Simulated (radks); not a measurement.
# Nuclear size and the levels of O

The task here is to estimate one member of a computed series from the others.

Program: radks (a radial shooting solver on a logarithmic mesh, Libxc functionals) version 1. Level of theory: Dirac Kohn-Sham, PBE, spin-unpolarised, spherical densities, finite nucleus; open shells are shared between the two j in proportion to 2j + 1. These are calculated values, not measurements, unless marked.

## Starting point

* element: oxygen (Z = 8)
* charge: 0
* electrons: 8
* configuration: [He] 2s2 2p4
* nuclear rms radius: 2.6991 fm

The outer shells:

O
```
[He] core
2s [↑↓]
2p [↑↓][↑ ][↑ ]
```

Set-up of the first run:

Input:

```text
Z 8
configuration [He] 2s2 2p4 3s0 3p0
relativity Dirac
functional pbe,pbe
spin unpolarised
j_filling average
nucleus finite rms 2.6991 fm
c 137.035999084
```

Started as:

```bash
python run_ks.py task.json out
```

The same process makes all the runs of this session.

Steps of the session up to this table: rms radius 2.6991 fm.

One table of the session follows, with a row left open; its other results are not shown here.

It belongs to the step «rms radius 2.6991 fm». From the orbitals of this run (lengths in bohr):

| level | <r> | outermost maximum (interpolated) | 90 % within |
| --- | --- | --- | --- |
| 1s1/2 | 0.1995 | 0.129 | 0.357 |
| 2s1/2 | 1.139 | 0.871 | 1.83 |
| 2p1/2 | 1.264 | 0.818 | 2.22 |
| 2p3/2 | ? | ? | ? |

Q: Estimate the row for 2p3/2 from the others.

As computed: <r>: 1.266; outermost maximum (interpolated): 0.819; 90 % within: 2.23. In the column «<r>» it is the highest.
